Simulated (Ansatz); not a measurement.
**64-atom supercell of diamond Si with displaced atoms, part 1 of 2**

How much do forces and the gap depend on the functional when the atoms are displaced? Levels: PBEsol and PBE0.

Program: Ansatz 0.2.0, PAW, plane waves. These are calculated values, not measurements.

**1. Starting point**

64 atoms (64 Si); a = 10.866 Å, b = 10.866 Å, c = 10.866 Å, α = 90.00°, β = 90.00°, γ = 90.00°. All atoms were shaken off their sites by about 0.06 Å along each axis.

Plan of the steps: (2) PBEsol single point at the single k point (¼, ¼, ¼), on 1 × data-centre GPU with 2 threads; (3) PBE0 single point at the single k point (¼, ¼, ¼), on 1 × data-centre GPU with 2 threads.

**2. Single point with PBEsol**

in.yaml

```yaml
crystal:
  lattice:
    - [10.865579, 0.000000, 0.000000]
    - [0.000000, 10.865579, 0.000000]
    - [0.000000, 0.000000, 10.865579]
  atoms:
    - { symbol: Si, position: [0.999052, 0.997257, 0.992547] }
    - { symbol: Si, position: [0.002728, 0.006090, 0.502328] }
    - { symbol: Si, position: [0.004506, 0.499436, 0.996602] }
    - { symbol: Si, position: [0.995757, 0.505417, 0.494027] }
    - { symbol: Si, position: [0.495485, 0.005558, 0.992751] }
    - { symbol: Si, position: [0.492408, 0.008309, 0.500731] }
    - { symbol: Si, position: [0.501251, 0.512194, 0.002968] }
    - { symbol: Si, position: [0.498311, 0.499806, 0.500678] }
    - { symbol: Si, position: [0.123359, 0.120923, 0.126777] }
    - { symbol: Si, position: [0.124464, 0.121843, 0.619395] }
    - { symbol: Si, position: [0.128657, 0.622997, 0.126018] }
    - { symbol: Si, position: [0.134037, 0.628687, 0.617788] }
    - { symbol: Si, position: [0.631688, 0.131894, 0.116579] }
    - { symbol: Si, position: [0.623956, 0.121755, 0.628514] }
    - { symbol: Si, position: [0.627761, 0.631866, 0.123336] }
    - { symbol: Si, position: [0.627034, 0.620874, 0.629874] }
    - { symbol: Si, position: [0.256898, 0.243662, 0.011837] }
    - { symbol: Si, position: [0.246972, 0.253519, 0.501483] }
    - { symbol: Si, position: [0.261454, 0.762528, 0.990546] }
    - { symbol: Si, position: [0.249142, 0.743027, 0.496825] }
    - { symbol: Si, position: [0.758564, 0.253597, 0.006099] }
    - { symbol: Si, position: [0.753211, 0.252943, 0.500802] }
    - { symbol: Si, position: [0.752194, 0.754604, 0.992560] }
    - { symbol: Si, position: [0.754799, 0.739938, 0.501348] }
    - { symbol: Si, position: [0.373411, 0.386317, 0.117776] }
    - { symbol: Si, position: [0.376589, 0.374285, 0.629334] }
    - { symbol: Si, position: [0.380994, 0.878114, 0.125149] }
    - { symbol: Si, position: [0.377774, 0.887235, 0.638817] }
    - { symbol: Si, position: [0.876284, 0.373581, 0.135571] }
    - { symbol: Si, position: [0.879876, 0.371876, 0.621067] }
    - { symbol: Si, position: [0.870390, 0.878929, 0.126175] }
    - { symbol: Si, position: [0.864142, 0.865861, 0.626038] }
    - { symbol: Si, position: [0.252178, 0.004617, 0.245927] }
    - { symbol: Si, position: [0.247622, 0.991269, 0.745948] }
    - { symbol: Si, position: [0.243767, 0.498534, 0.246714] }
    - { symbol: Si, position: [0.252960, 0.494974, 0.748987] }
    - { symbol: Si, position: [0.755185, 0.002661, 0.253094] }
    - { symbol: Si, position: [0.748465, 0.005676, 0.748248] }
    - { symbol: Si, position: [0.737792, 0.496812, 0.255930] }
    - { symbol: Si, position: [0.764214, 0.495771, 0.742711] }
    - { symbol: Si, position: [0.381597, 0.119032, 0.367437] }
    - { symbol: Si, position: [0.368299, 0.125574, 0.870950] }
    - { symbol: Si, position: [0.369871, 0.623462, 0.365918] }
    - { symbol: Si, position: [0.374000, 0.628539, 0.870566] }
    - { symbol: Si, position: [0.875734, 0.123758, 0.379617] }
    - { symbol: Si, position: [0.876859, 0.128086, 0.867179] }
    - { symbol: Si, position: [0.866995, 0.623624, 0.366365] }
    - { symbol: Si, position: [0.863833, 0.617790, 0.874537] }
    - { symbol: Si, position: [0.009824, 0.243498, 0.247691] }
    - { symbol: Si, position: [0.003484, 0.250948, 0.746754] }
    - { symbol: Si, position: [0.992051, 0.750108, 0.250261] }
    - { symbol: Si, position: [0.996030, 0.754361, 0.746507] }
    - { symbol: Si, position: [0.511503, 0.249589, 0.259863] }
    - { symbol: Si, position: [0.501957, 0.247088, 0.746942] }
    - { symbol: Si, position: [0.503188, 0.750632, 0.253616] }
    - { symbol: Si, position: [0.491070, 0.748833, 0.750606] }
    - { symbol: Si, position: [0.122544, 0.373460, 0.371983] }
    - { symbol: Si, position: [0.115405, 0.377170, 0.876925] }
    - { symbol: Si, position: [0.125343, 0.881436, 0.373842] }
    - { symbol: Si, position: [0.126791, 0.868090, 0.872860] }
    - { symbol: Si, position: [0.626049, 0.378586, 0.375072] }
    - { symbol: Si, position: [0.629561, 0.378082, 0.865831] }
    - { symbol: Si, position: [0.622638, 0.877377, 0.376866] }
    - { symbol: Si, position: [0.634876, 0.871413, 0.875108] }
  symmetry: { detect: false }
kpoints:
  mp_grid: { grid: [1, 1, 1], shift: [0.25, 0.25, 0.25] }
hamiltonian:
  xc: pbesol
scf:
  occupations: { method: fermi_dirac, width: 0.01 }
output:
  forces: true
  eigenvalues: true
  stress: true
  populations: true
  eigenstates: { kpoints: [[0.25, 0.25, 0.25]], e_range: [-6.0, 6.0], localisation: true }
  write_density: true
  write_potential: true
  elf: true
  volumetric_format: npy
```

On the command line:

```console
$ ansatz run in.yaml --threads 2 --pin off --max-ram 30400MiB --runs-dir r --events-out ev --progress --plain --backend cuda --devices 0, --max-vram 18GiB
```

The log of the run:

```text
Pseudopotentials: kind: paw
Functional definition: PBEsol
  exchange = pbesol_x
  correlation = pbesol_c
Crystal: 64 atoms, lattice volume = 1282.799 Å³
Basis set: ecut = 420 eV, 25173 PW (Γ), exchange–correlation on 150×150×150 points (8 copies of the dense FFT grid, shifted against one another)
Bands: 192, of which v1, the nominal top of the filled ones, is band 128 counted from 1 (127 counted from 0)
Symmetry: 1 space group operations
k-points: 1
Non-local potential: Si, projectors of the file, l = 0: 2, l = 1: 2, l = 2: 2
PAW form: soft (Blöchl's): semilocal exchange-correlation on the pseudo side does not see the compensation charge
PAW frozen core: Si, regenerated for the run's functional, and the local potential with it (the file was generated under x = pbe(κ = 0.804, μ = 0.2195149727645171), c = pbe(β = 0.06672455060314922))
PAW one-centre angular grid: Si, 110 points (default); XC on 64 Gauss nodes
Initial density: superposition of atomic densities (neutral atoms: chi_scale 0, normalization atom), corrected by the library's trained network
Initial wavefunctions: pseudopotential atomic-orbital guess
Functional: x = pbesol(κ = 0.804, μ = 0.12345679012345678), c = pbesol(β = 0.046)
SCF iter   1: F=—  HF=-39771.393839 eV  |F-HF|=—  |Δ(HF+E_count)|=         —  Δρ=3.75e-3  dr2=1.82e-1  ethr=1.77e-3  ⟨swp⟩=6.0  Hψ=884  notcnv=0  defer=41
preconditioner: auto → Resta (q_TF=auto, 2.086 Å⁻¹)  ε∞=5.6  [insulator: Δε(μ)=0.816 eV  Ē_g=7.762 eV  σ=0.010 eV  W_gap=1.00  n_scr=202 (ndim 8)  ℏωp=16.6 eV  f_vac=0.000  D(μ)=0.00/eV (n_scr^D=0)  ε∞_Penn≈5.6]
SCF iter   2: F=—  HF=-39771.373823 eV  |F-HF|=—  |Δ(HF+E_count)|=   2.00e-2  Δρ=2.09e-3  dr2=5.71e-2  ethr=7.09e-5  ⟨swp⟩=2.0  Hψ=223  notcnv=0  defer=52
SCF iter   3: F=—  HF=-39771.363825 eV  |F-HF|=—  |Δ(HF+E_count)|=   1.00e-2  Δρ=2.13e-4  dr2=1.00e-3  ethr=2.23e-5  ⟨swp⟩=3.0  Hψ=268  notcnv=0  defer=58
SCF iter   4: F=—  HF=-39771.363058 eV  |F-HF|=—  |Δ(HF+E_count)|=   7.67e-4  Δρ=7.40e-5  dr2=1.29e-4  ethr=3.91e-7  ⟨swp⟩=2.0  Hψ=195  notcnv=0  defer=58
SCF iter   5: F=—  HF=-39771.365194 eV  |F-HF|=—  |Δ(HF+E_count)|=   2.14e-3  Δρ=1.86e-5  dr2=1.28e-5  ethr=5.02e-8  ⟨swp⟩=2.0  Hψ=210  notcnv=0  defer=58
SCF iter   6: F=—  HF=-39771.363905 eV  |F-HF|=—  |Δ(HF+E_count)|=   1.29e-3  Δρ=4.25e-6  dr2=2.71e-7  ethr=5.00e-9  ⟨swp⟩=2.0  Hψ=208  notcnv=0  defer=58
SCF iter   7: F=-39771.363905 eV  HF=-39771.363905 eV  |F-HF|=9.23e-9  |Δ(HF+E_count)|=   1.67e-7  Δρ=8.92e-7  dr2=2.53e-8  ethr=3.91e-11  ⟨swp⟩=23.0  Hψ=1651  notcnv=0
SCF 1 converged in 7 iterations: F = -39771.363905 eV  dr2 = 2.53e-8
NSCF: frozen V_eff on 1 k-points
SCF converged after 7 iterations
Free energy (F): -39771.363905 eV
Harris-Foulkes:  -39771.363905 eV  (|F-HF|=9.23e-9)
Internal energy: -39771.363905 eV  (E = F + TS)
E sigma→0 (E₀):  -39771.363905 eV
Fermi energy:    6.425225 eV
--- Per-component energies (eV) ---
  E_band       = 276.548012
  E_kinetic    = 2580.826195
  E_local      = -1771.990021  (includes V_loc(G=0)·N_el)
  E_nonlocal   = 1671.249991
  E_hartree    = 475.904811
  E_xc         = -3499.783859
  E_vxc        = -2997.312403  (∫ρ·V_xc dr)
  E_paw        = -31932.740424  (= ΣΔE_a)
  E_vpaw       = -158.036196  (= ΣTr[D̂ρ^β])
  E_aug_tail   = 0.000384  (compensation charges beyond the density's cutoff)
  E_ewald      = -7296.850864
  E_core_change = 2.019882  (= ΣΔE_core)
  E_smearing   = -0.000000  (= −TS)
  E_closure    = -0.000000  (closes the sum)
  Σ components = -39771.363905   (vs F -39771.363905, Δ=0.00e0)
--- Forces (eV/Å), atoms counted from 1 ---
  atom   1  Si     0.05976999     0.10226066     0.30306028
  atom   2  Si    -1.18735871    -1.68016078    -0.13906009
  atom   3  Si    -1.57799488     0.76243279     1.31581610
  atom   4  Si     0.54898804    -0.29138432     0.06561087
  atom   5  Si     1.18540019    -0.51987239     0.36730314
  atom   6  Si     1.06435935    -1.24805518     0.48389090
  atom   7  Si     0.32010372    -0.63358342    -1.26620102
  atom   8  Si    -0.15666306     0.28602392    -0.16469564
  atom   9  Si     0.30640007    -0.36837924    -1.08347101
  atom  10  Si     0.73724391     0.63922121     1.04924966
  atom  11  Si    -0.43944399     1.46450795    -0.93640166
  atom  12  Si    -1.60136451    -1.08094910     1.29745064
  atom  13  Si    -0.73255673    -0.94121671     1.08449715
  atom  14  Si     0.03724934     0.79691409    -1.19325166
  atom  15  Si     0.15945964     0.01570307     0.31197532
  atom  16  Si    -0.33713904     0.20324641    -0.28602198
  atom  17  Si    -1.01584865     0.82817373    -1.18758124
  atom  18  Si     0.83841184    -0.49738422    -0.63065750
  atom  19  Si    -0.65026569    -1.38093712     1.41966119
  atom  20  Si     1.05028718     2.15745942    -0.53673552
  atom  21  Si    -0.13634748     0.45986064    -1.57436875
  atom  22  Si    -0.68918559    -0.42184702    -0.00299213
  atom  23  Si     0.42868117    -0.81899799     1.41225508
  atom  24  Si    -1.53626856     0.57939251    -0.50095196
  atom  25  Si     0.79290266    -1.00077007     1.23940086
  atom  26  Si     0.18871419    -0.32789249    -0.74959802
  atom  27  Si     0.07114347     0.25898748     0.01576857
  atom  28  Si     0.63166659    -1.84307832    -2.53838000
  atom  29  Si     0.60251138     0.58573478    -0.38357418
  atom  30  Si     0.67889979     0.19039676    -0.39831906
  atom  31  Si     0.70483693    -0.34957571    -0.53397623
  atom  32  Si     1.05836257     1.80057658    -0.32279024
  atom  33  Si    -0.09309792    -1.04488510     0.11001312
  atom  34  Si    -1.44796678     1.83140494     1.15813622
  atom  35  Si     0.46887521    -0.40300708     0.17891452
  atom  36  Si    -0.92185072     0.60966678     0.39806912
  atom  37  Si    -1.22472404     0.19199431    -0.37189287
  atom  38  Si     0.32447438    -1.23809282     0.27909247
  atom  39  Si     1.22552019     0.78051932    -1.76131339
  atom  40  Si    -1.72396574    -0.17698068     0.00899564
  atom  41  Si    -1.17859768     1.62050470     0.57908998
  atom  42  Si     0.14878573     0.02342683    -0.27241376
  atom  43  Si     0.61131396    -0.20523016     0.73144913
  atom  44  Si    -0.26834349    -0.73650590     0.53120118
  atom  45  Si     0.53961708     0.63349656    -0.43404519
  atom  46  Si     0.01061218     0.11079131     0.81353290
  atom  47  Si     0.51415833    -0.21267983     0.47843577
  atom  48  Si     2.02474626     0.90103385     0.20516653
  atom  49  Si    -1.51530664     0.40393607     0.83618663
  atom  50  Si     0.13584390    -0.29277325    -0.20244153
  atom  51  Si     0.96468410     0.24722242    -0.48957080
  atom  52  Si     0.30899305    -1.47930381     0.37203959
  atom  53  Si    -0.83824414     0.22625323    -2.00523543
  atom  54  Si    -0.30482580     0.24240435     0.69983673
  atom  55  Si    -0.28335425     0.10504492    -0.48927536
  atom  56  Si     1.99760883     0.42425710    -0.23248909
  atom  57  Si     0.01606865     0.34391810     0.50045570
  atom  58  Si     2.05844693    -1.16566483    -0.31786858
  atom  59  Si    -0.00307419    -0.67139752     0.12780402
  atom  60  Si    -0.71043971     0.75039917    -0.20896132
  atom  61  Si    -0.57748185    -0.70370508     1.77128808
  atom  62  Si    -0.05969011    -0.08033991     1.21034607
  atom  63  Si     0.51418261     0.01087041     0.72726780
  atom  64  Si    -2.11792262     1.22660605    -0.86872900
  max |Σ_I F_I| component: 7.64e-6 eV/Å
--- Stress (GPa, compression-positive) ---
        0.722313      -1.000304      -0.992968
       -1.000304       0.785326      -0.734573
       -0.992968      -0.734573       0.811582
  P = ⅓ Tr σ = 0.7731 GPa (7.731 kbar)
--- Band table (eV) ---
  k-point 0: bands = ["-5.6539", "-5.1603", "-5.1173", "-5.0951", "-4.6533", "-4.5944", "-4.5863", "-4.2030", "-4.0697", "-4.0594", "-4.0214", "-3.7477", "-3.6866", "-3.6686", "-3.6145", "-3.5524", "-3.5386", "-3.4643", "-3.3716", "-3.3407", "-2.9274", "-2.9153", "-2.8604", "-2.6332", "-2.5363", "-2.4565", "-2.4302", "-2.4092", "-2.3446", "-2.3294", "-2.2305", "-2.1861", "-0.9618", "-0.9061", "-0.8542", "-0.8163", "-0.7991", "-0.7666", "-0.7462", "-0.7042", "-0.6507", "-0.6236", "-0.5765", "-0.5305", "-0.4675", "-0.4342", "-0.3507", "0.1756", "0.2373", "0.2746", "0.3086", "0.3398", "0.3684", "0.4570", "1.1179", "1.1416", "1.3057", "1.4664", "1.5021", "1.5534", "1.9541", "1.9935", "1.9974", "2.0369", "2.0649", "2.0980", "2.1415", "2.1841", "2.2049", "2.6138", "2.6290", "2.6590", "2.6959", "2.7391", "2.7554", "2.8014", "2.8428", "2.8895", "2.9247", "2.9488", "3.0161", "3.1159", "3.1308", "3.1612", "3.1874", "3.2126", "3.2524", "3.4093", "3.4432", "3.4722", "3.4903", "3.5194", "3.5381", "3.7114", "3.7740", "3.7882", "3.8331", "3.8405", "3.8772", "3.9367", "3.9777", "3.9938", "4.0832", "4.1471", "4.1742", "4.1919", "4.2508", "4.2922", "4.3122", "4.3584", "4.3806", "4.5492", "4.6081", "4.6440", "4.6797", "4.7994", "4.8293", "4.8569", "4.8878", "4.9740", "5.0666", "5.1394", "5.2143", "5.4207", "5.4705", "5.5171", "5.9552", "6.0135", "6.8371", "6.8787", "6.9995", "7.3094", "7.4139", "7.4542", "7.6848", "7.7763", "7.8268", "7.8893", "7.9375", "7.9629", "8.0559", "8.0980", "8.1712", "8.2118", "8.2210", "8.2543", "8.3055", "8.3213", "8.3761", "8.3963", "8.4171", "8.4563", "8.5247", "8.5743", "8.7244", "8.7595", "8.8118", "8.8314", "8.8479", "8.8718", "8.9077", "8.9372", "8.9526", "8.9855", "9.0245", "9.0580", "9.1197", "9.1493", "9.3995", "9.4387", "9.4759", "9.5201", "9.5324", "9.5462", "9.5650", "9.6066", "9.6509", "9.6963", "9.7383", "9.7660", "9.8029", "9.8326", "9.8493", "9.8964", "9.9444", "9.9808", "10.0156", "10.0270", "10.1160", "10.1582", "10.2184", "10.2819"]
--- Löwdin populations: 64 sites ---
  site symbol       q [e]
     0     Si      3.9616
     1     Si      3.9757
     2     Si      3.9628
     3     Si      3.9718
     4     Si      3.9738
     5     Si      3.9497
     6     Si      3.9646
     7     Si      3.9677
     8     Si      3.9561
     9     Si      3.9590
    10     Si      3.9725
    11     Si      3.9624
    12     Si      3.9736
    13     Si      3.9608
    14     Si      3.9574
    15     Si      3.9706
    16     Si      3.9616
    17     Si      3.9747
    18     Si      3.9672
    19     Si      3.9716
    20     Si      3.9717
    21     Si      3.9657
    22     Si      3.9523
    23     Si      3.9645
    24     Si      3.9679
    25     Si      3.9583
    26     Si      3.9633
    27     Si      3.9612
    28     Si      3.9671
    29     Si      3.9589
    30     Si      3.9571
    31     Si      3.9661
    32     Si      3.9522
    33     Si      3.9550
    34     Si      3.9540
    35     Si      3.9570
    36     Si      3.9614
    37     Si      3.9498
    38     Si      3.9452
    39     Si      3.9524
    40     Si      3.9592
    41     Si      3.9642
    42     Si      3.9601
    43     Si      3.9604
    44     Si      3.9584
    45     Si      3.9598
    46     Si      3.9553
    47     Si      3.9626
    48     Si      3.9649
    49     Si      3.9615
    50     Si      3.9654
    51     Si      3.9697
    52     Si      3.9734
    53     Si      3.9626
    54     Si      3.9590
    55     Si      3.9568
    56     Si      3.9651
    57     Si      3.9755
    58     Si      3.9668
    59     Si      3.9557
    60     Si      3.9575
    61     Si      3.9784
    62     Si      3.9721
    63     Si      3.9750
  spilling = 0.009235 (of n_electrons = 256.000000)
```

Wall time 6.7 s (1 × data-centre GPU with 2 threads, shared host); peak host memory 1.5 GiB.

Spacing of the frontier levels at the single k point (¼, ¼, ¼): 0.82 eV (6.013 to 6.837 eV).

Frontier states and how far they spread:

| level (eV) | spin | filling | atoms sharing it | main element | its share | largest atom |
| --- | --- | --- | --- | --- | --- | --- |
| -0.54 | both | 2.00 | 50.8 | Si | 1.00 | – |
| -0.50 | both | 2.00 | 53.2 | Si | 1.00 | – |
| -0.06 | both | 2.00 | 58.8 | Si | 1.00 | – |
| 0.00 | both | 2.00 | 55.2 | Si | 1.00 | – |
| 0.82 | both | 0.00 | 60.6 | Si | 1.00 | – |
| 0.87 | both | 0.00 | 61.1 | Si | 1.00 | – |
| 0.99 | both | 0.00 | 61.1 | Si | 1.00 | – |
| 1.30 | both | 0.00 | 59.1 | Si | 1.00 | – |

Forces on the displaced atoms, rms: Si 1.54 eV/Å; the largest is 3.20 eV/Å.

Density in a lattice plane of the grid's cell (edges 10.87 and 10.87 Å, at 0.003 of the third edge), which holds Si.

Values in e/Å³, 12 rows by 12 columns:
```
0.36 0.25 0.09 0.07 0.12 0.31 0.35 0.25 0.10 0.07 0.10 0.29
0.08 0.09 0.23 0.34 0.26 0.12 0.07 0.10 0.25 0.34 0.25 0.12
0.02 0.07 0.34 0.07 0.36 0.08 0.03 0.07 0.35 0.05 0.34 0.07
0.07 0.12 0.31 0.36 0.30 0.14 0.08 0.12 0.30 0.35 0.24 0.09
0.35 0.31 0.13 0.07 0.12 0.32 0.36 0.26 0.12 0.07 0.10 0.23
0.05 0.37 0.08 0.02 0.07 0.36 0.06 0.32 0.06 0.02 0.07 0.33
0.34 0.28 0.11 0.07 0.12 0.31 0.35 0.24 0.10 0.07 0.12 0.27
0.07 0.11 0.26 0.34 0.29 0.14 0.08 0.10 0.25 0.36 0.30 0.12
0.02 0.07 0.35 0.05 0.37 0.08 0.02 0.06 0.31 0.05 0.36 0.07
0.07 0.12 0.30 0.36 0.28 0.11 0.06 0.09 0.23 0.34 0.28 0.11
0.32 0.26 0.12 0.07 0.11 0.27 0.32 0.21 0.11 0.07 0.11 0.24
0.06 0.34 0.07 0.02 0.07 0.36 0.06 0.33 0.07 0.02 0.07 0.34
```
Columns run along the first of these edges and rows up along the second, over one cell in 12 and 12 even steps from the bottom left corner. Atoms in the plane (fractional): Si at (1.00, 0.99), Si at (0.00, 0.50), Si at (0.50, 0.99), Si at (0.49, 0.50), Si at (0.25, 0.25), Si at (0.25, 0.75), Si at (0.76, 0.25), Si at (0.75, 0.75).

ELF in the same plane.

Values, 12 rows by 12 columns:
```
0.61 0.72 0.22 0.14 0.34 0.80 0.61 0.74 0.28 0.15 0.27 0.80
0.18 0.23 0.67 0.67 0.72 0.32 0.16 0.23 0.73 0.66 0.71 0.36
0.01 0.13 0.62 0.43 0.64 0.17 0.02 0.15 0.61 0.50 0.66 0.15
0.17 0.34 0.82 0.61 0.73 0.39 0.19 0.35 0.79 0.61 0.71 0.20
0.67 0.76 0.37 0.16 0.29 0.82 0.65 0.71 0.33 0.15 0.25 0.70
0.50 0.63 0.18 0.02 0.16 0.59 0.45 0.67 0.14 0.02 0.14 0.65
0.62 0.78 0.31 0.14 0.31 0.80 0.63 0.71 0.28 0.18 0.36 0.74
0.13 0.30 0.74 0.66 0.75 0.39 0.15 0.28 0.75 0.65 0.79 0.31
0.02 0.14 0.63 0.49 0.65 0.19 0.02 0.12 0.65 0.49 0.62 0.18
0.14 0.36 0.79 0.61 0.76 0.31 0.14 0.24 0.72 0.63 0.74 0.28
0.66 0.75 0.35 0.15 0.27 0.76 0.67 0.65 0.33 0.14 0.29 0.73
0.47 0.66 0.16 0.01 0.14 0.61 0.47 0.67 0.17 0.02 0.14 0.64
```
Columns run along the first of these edges and rows up along the second, over one cell in 12 and 12 even steps from the bottom left corner. Atoms in the plane (fractional): Si at (1.00, 0.99), Si at (0.00, 0.50), Si at (0.50, 0.99), Si at (0.49, 0.50), Si at (0.25, 0.25), Si at (0.25, 0.75), Si at (0.76, 0.25), Si at (0.75, 0.75).

Both are smooth fields of the valence electrons: close to the nuclei they are not physical.

Maxima of ELF outside the ion cores: 0.96 on the Si–Si line, 1.1 Å from Si.

(Continued in part 2 of 2.)
